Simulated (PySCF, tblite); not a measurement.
# C4H10AlN: geometry, infrared bands and NMR shifts

Aim: predict the infrared bands and NMR shifts of C4H10AlN (`C=[C](C)[AlH][NH]C`).

Computed with tblite 0.8.0 and PySCF 2.14.0, with density-fitted response routines of our own, on a single molecule in the gas phase. Atoms count from 0, in the outputs and in this text.

## (1) The starting structure

16 atoms, charge 0, multiplicity 1; geometry from: force field or distance geometry start.

Bonds of the start (Å): C0–C1 1.33, C1–C2 1.47, C1–Al3 1.99, Al3–N4 1.92, N4–C5 1.44, C0–H6 1.08, C0–H7 1.08, C2–H8 1.12, C2–H9 1.10, C2–H10 1.10, Al3–H11 1.63, N4–H12 1.04, C5–H13 1.13, C5–H14 1.10, C5–H15 1.09.

## (2) Optimising the geometry with GFN2-xTB

The job: settings as JSON, then the geometry in Å.

```
{"job": {"kind": "relax", "xc": "GFN2-xTB", "basis": "xTB"}, "charge": 0, "multiplicity": 1}
C     -2.347400    -1.390800     0.421400
C     -1.494400    -0.397800     0.193000
C     -1.858000     1.023100     0.118500
Al     0.436800    -0.817400    -0.036500
N      1.775100     0.261300     0.820800
C      2.748800     0.762300    -0.117800
H     -1.939300    -2.387700     0.458700
H     -3.410500    -1.233000     0.561700
H     -2.913900     1.144900     0.485100
H     -1.871000     1.309400    -0.939500
H     -1.253200     1.688900     0.745900
H      0.777300    -2.406900    -0.072500
H      2.269300    -0.317500     1.526700
H      3.529000     1.289400     0.515800
H      2.249800     1.494000    -0.768300
H      3.294000    -0.013200    -0.656800
```

Launch:

```console
> OMP_NUM_THREADS=1 python probes_run.py task.json out
```

This one command runs all jobs of the session in turn.

**Question.** This job is followed by: GFN2-xTB harmonic vibrations, gas phase; GIAO PBE0/pcSseg-1 NMR shielding, non-relativistic, gas phase. What will the session give for the following? strongest single infrared mode (GFN2-xTB); zero-point energy (GFN2-xTB); ¹³C shifts against TMS (PBE0/pcSseg-1); ¹H shifts against TMS (PBE0/pcSseg-1, means over atoms taken as alike); ²⁷Al shifts against AlH4- (PBE0/pcSseg-1); ¹⁵N shifts against NH3 (PBE0/pcSseg-1).

**Answer**, as computed:

| quantity | value |
| --- | --- |
| strongest single infrared mode (GFN2-xTB) | 1786 cm⁻¹, 348 km/mol |
| zero-point energy (GFN2-xTB) | 78.9 kcal/mol |
| ¹³C shifts against TMS (PBE0/pcSseg-1) | 164.4, 144.1, 36.1, 29.0 ppm |
| ¹H shifts against TMS (PBE0/pcSseg-1, means over atoms taken as alike) | 6.60, 6.01, 4.17, 3.20, 2.20, 1.72 ppm |
| ²⁷Al shifts against AlH4- (PBE0/pcSseg-1) | 120.3 ppm |
| ¹⁵N shifts against NH3 (PBE0/pcSseg-1) | 67.7 ppm |

What this shows: The optimisation took 161 steps and gained 0.898 eV; among the close pairs (by a distance rule), Al3–N4 changed most, from 1.921 to 1.788 Å. The lowest mode is slightly imaginary (13i cm⁻¹), a soft motion within the noise of the Hessian, so the minimum is not strictly shown. The strongest single mode, at 1786 cm⁻¹, moves mainly H11. GFN2-xTB is a fitted tight-binding method: band positions and strengths are rough. Its intensities can rank the bands wrongly. The most deshielded carbon is C1 (fully substituted alkene carbon), at 164.4 ppm: an sp2 carbon of a C=C bond. At PBE0/pcSseg-1: The largest span, 264 ppm, is at C1, where the paramagnetic term is -237 ppm.
